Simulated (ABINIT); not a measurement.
## HfIn4SiO6 in ABINIT: the effect of functional

The system is HfIn4SiO6.

```
CELL_PARAMETERS angstrom
5.27743 0.00000 0.00000
-2.63872 4.57039 0.00000
0.00000 0.00000 10.55905
ATOMIC_POSITIONS crystal
Hf 0.66667 0.33333 0.00000
In 0.00000 0.00000 0.30446
In 0.00000 0.00000 0.69554
In 0.33333 0.66667 0.78919
In 0.33333 0.66667 0.21081
Si 0.00000 0.00000 0.00000
O 0.97300 0.70496 0.89972
O 0.29504 0.02700 0.10028
O 0.29504 0.26804 0.89972
O 0.73196 0.70496 0.10028
O 0.73196 0.02700 0.89972
O 0.97300 0.26804 0.10028
```

The cell was built by a generator and needn't be a form met in nature.

Alike in all runs:

| Property | Result |
| --- | --- |
| Program | ABINIT 10.8.3 (patched build) |
| Task | single point |
| Potentials or basis | Ansatz PAW PBE generated set soft_1, frozen core |
| Cutoff | 490 eV |
| k mesh | 3 × 3 × 2 |
| Occupations | fermi-dirac, width 0.05 eV |
| Spin | no spin polarisation |

**Question.** One run gave: gap on the mesh none; largest force 0.27 eV/Å. Which functional did it use?
A. PBE
B. LDA
C. r2SCAN
D. PBEsol

**Answer.** C.

| functional | gap on the mesh (eV) | largest force (eV/Å) |
| --- | --- | --- |
| PBE | 0.09 | 0.02 |
| PBEsol | 0.09 | 0.30 |
| r2SCAN | none | 0.27 |
| LDA | 0.13 | 0.55 |

Caveats: all runs use coarse meshes; the atomic spheres overlap; spin-orbit coupling is left out, which moves the levels of the heavy elements (some runs); an odd mesh through Γ misses points on the zone boundary, where band edges often lie (some runs); the PAW data sets were made with another functional, which shifts forces and pressure a little (some runs).

A gap of «none» marks a metal or a gap under the smearing width.

Not every run made on this cell is shown here.
